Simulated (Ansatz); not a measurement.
**AlNH2ClF (SMILES [NH2][Al]([F])[Cl]): PBE0/aug-cc-pVDZ**

Aim: the vertical electron affinity of AlNH2ClF at PBE0/aug-cc-pVDZ, from 2 runs. 

Program for the calculation: Ansatz 0.2.0.

98 further runs of the same task are left out: 98 set aside as unsound or not needed.

### Step 1. The system as given

AlNH2ClF: 6 atoms, total charge 0, spin state singlet. SMILES: `[NH2][Al]([F])[Cl]`. Geometry: relaxed at PBE0-D4/def2-TZVP.

Bond lengths: N1–Al2 1.746 Å, Al2–F3 1.641 Å, Al2–Cl4 2.079 Å, N1–H5 1.006 Å, N1–H6 1.006 Å. Angles: N1–Al2–F3 119.8°, N1–Al2–Cl4 121.2°, F3–Al2–Cl4 119.0°, Al2–N1–H5 124.6°, Al2–N1–H6 124.3°, H5–N1–H6 111.1°.

### Step 2. The energy at PBE0/aug-cc-pVDZ

molecule.yaml

```yaml
crystal:
  periodic: [false, false, false]
  atoms:
    - symbol: N
      position_ang: [-0.112300, 0.982600, -0.025800]
    - symbol: Al
      position_ang: [0.152500, -0.739100, 0.092300]
    - symbol: F
      position_ang: [1.041800, -1.345500, 1.331100]
    - symbol: Cl
      position_ang: [-0.641100, -2.049400, -1.313600]
    - symbol: H
      position_ang: [0.246300, 1.661500, 0.624800]
    - symbol: H
      position_ang: [-0.645100, 1.426000, -0.754900]
basis:
  gaussian: {orbitals: aug-cc-pVDZ}
output: {orbitals: {seedname: orbitals}}
hamiltonian: {xc: pbe0}
accuracy: high
```

Launch:

```sh
$ ansatz run molecule.yaml --threads 1 --pin off --max-ram 3480MiB --events-out events.jsonl --progress --plain --runs-dir runs
```

The program printed:

```text
Warning: RAYON_NUM_THREADS=1 ignored (pool sized by the plan → 1); use --threads N
Functional definition: PBE0
  name "PBE0"
  parameter a = 0.25
  parameter kappa = 0.804
  parameter beta = 0.06672455060314922
  exchange = (1 - a)*pbe_x(kappa = kappa, mu = beta*pi^2/3) + a*exact_x
  correlation = pbe_c(beta = beta)
2354 factors; integrals over basis functions are off by at most 4.0e-9 eV
mean field evaluation 1: about -23343.5402 eV, gradient 7.1e1 eV
mean field evaluation 2: about -23327.1057 eV, gradient 1.1e2 eV
mean field evaluation 4: about -23353.0692 eV, gradient 5.0e0 eV
mean field evaluation 8: about -23353.2085 eV, gradient 5.0e-1 eV
mean field evaluation 16: about -23353.2091 eV, gradient 1.3e-5 eV
mean field -23353.20906394 eV, -858.2146037261 hartree, gradient 1.9e-8 eV, S^2 0.000000; 0 other end points of the search recorded, 0 dependent functions left out
reference -23353.20906847 eV, -858.2146038928 hartree; 24, 24 occupied and 94, 94 virtual orbitals, 2354 factors
Total energy: -23353.20906847 eV, -858.2146038928 hartree
```

Wall time 13 s (1 thread of Intel Xeon Platinum 8259CL at 2.50GHz (Skylake/Cascade Lake), shared host); peak memory 0.46 GiB.

### Step 3. The doublet anion

input.yaml

```yaml
basis:
  gaussian:
    orbitals: aug-cc-pVDZ
crystal:
  periodic: [false, false, false]
  atoms:
    - {symbol: N, position_ang: [-0.112300, 0.982600, -0.025800]}
    - {symbol: Al, position_ang: [0.152500, -0.739100, 0.092300]}
    - {symbol: F, position_ang: [1.041800, -1.345500, 1.331100]}
    - {symbol: Cl, position_ang: [-0.641100, -2.049400, -1.313600]}
    - {symbol: H, position_ang: [0.246300, 1.661500, 0.624800]}
    - {symbol: H, position_ang: [-0.645100, 1.426000, -0.754900]}
total_charge: -1
magnetization:
  spin_polarized: true
  initial_magnetization: 1
hamiltonian:
  xc: {name: PBE0}
accuracy: high
output: {orbitals: {seedname: orbitals}}
```

Launch:

```sh
$ ansatz run input.yaml --threads 1 --pin off --max-ram 3480MiB --events-out events.jsonl --progress --plain --runs-dir runs
```

The program printed (excerpt; [...] marks lines left out):

```text
Warning: RAYON_NUM_THREADS=1 ignored (pool sized by the plan → 1); use --threads N
[... 7 set-up lines as earlier in the session ...]
2354 factors; integrals over basis functions are off by at most 4.0e-9 eV
mean field evaluation 1: about -23347.9393 eV, gradient 3.4e1 eV
mean field evaluation 2: about -23331.7195 eV, gradient 6.3e1 eV
mean field evaluation 4: about -23352.9744 eV, gradient 3.9e0 eV
mean field evaluation 8: about -23353.1204 eV, gradient 3.0e-1 eV
mean field evaluation 16: about -23353.1217 eV, gradient 3.0e-3 eV
mean field evaluation 32: about -23353.1217 eV, gradient 3.3e-6 eV
mean field evaluation 64: about -23352.9163 eV, gradient 1.2e0 eV
mean field -23353.12166493 eV, -858.2113918718 hartree, gradient 8.5e-8 eV, S^2 0.751145; 9 other end points of the search recorded, 0 dependent functions left out
reference -23353.12166890 eV, -858.2113920176 hartree; 25, 24 occupied and 93, 94 virtual orbitals, 2354 factors
Total energy: -23353.12166890 eV, -858.2113920176 hartree
```

Run time: 47 s. Hardware: 1 thread of Intel Xeon Platinum 8259CL at 2.50GHz (Skylake/Cascade Lake), shared host; peak memory 0.68 GiB.

### Step 4. What came out

Level: PBE0/aug-cc-pVDZ.

| quantity | value |
| --- | --- |
| singlet AlNH2ClF: total energy | -858.21460 Eh |
| singlet AlNH2ClF: HOMO energy | -8.10 eV |
| singlet AlNH2ClF: LUMO energy | -1.05 eV |
| singlet AlNH2ClF: HOMO–LUMO gap | 7.05 eV |
| doublet anion: total energy | -858.21139 Eh |
| doublet anion: HOMO energy (highest over α and β) | 1.17 eV |
| doublet anion: LUMO energy (lowest over α and β) | 2.44 eV |
| doublet anion: ⟨S²⟩ | 0.751 |
| vertical electron affinity (to the doublet anion) | -0.087 eV |

The anion lies 0.09 eV (8.4 kJ/mol) above the neutral: the electron isn't bound at this level, and such a value depends on the basis. The HOMO (doublet anion) lies at positive energy, 1.17 eV; only total energies tell whether the electron is bound.
